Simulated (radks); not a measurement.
# Valence configurations of Nb

The task here is to estimate one member of a computed series from the others.

The numbers are computed with radks (a radial shooting solver on a logarithmic mesh, Libxc functionals) version 1 (scalar-relativistic Kohn-Sham, LDA (Slater exchange, Perdew-Wang correlation), spin-polarised, spherical densities, point nucleus; open shells are filled with parallel spins first), except any that are marked as measured or tabulated.

**The atom as given**

| Property | Result |
| --- | --- |
| element | niobium (Z = 41) |
| charge | 0 |
| electrons | 41 |
| configuration | [Kr] 4d4 5s1 |
| others tried | 4d4 5p1; 4d4 5s0.5 5p0.5; 4d2 5s1 5p2; 4d3 5s1.5 5p0.5; 4d3.5 5s1 5p0.5; 4d3 5s1 5p1; 4d1 5s1 5p3; 4d3 5s2; 4d3.5 5p1.5 |

The outer shells:

Nb
```
[Kr] core
4d [↑ ][↑ ][↑ ][↑ ][  ]
5s [↑ ]
```

Set-up of the first run:

Settings of this run:

```text
Z 41
configuration [Kr] 4d4 5s1
relativity scalar-relativistic
functional lda,pw
spin polarised
nucleus point
c 137.035999084
```

Steps of the session up to this table: [Kr] 4d4 5s1.

One table of the session follows, with a row left open; its other results are not shown here.

It belongs to the step «[Kr] 4d4 5s1». Radial moments (bohr):

```
  level    <r>  outermost maximum (interpolated)  90 % within  nodes
  4s up  1.161                              1.03         1.70      3
4s down  1.154                              1.03         1.69      3
  4p up  1.307                              1.12         1.95      2
4p down  1.297                              1.12         1.93      2
  5s up  3.583                              3.01         5.34      4
  4d up  2.185                              1.52         3.64      1
5s down      ?                                 ?            ?      ?
4d down  2.358                              1.49         4.11      1
```

Q: Estimate the row for 5s down from the others.

**Answer.** <r>: 3.999; outermost maximum (interpolated): 3.17; 90 % within: 6.14; nodes: 4. In the column «<r>» it is the highest.
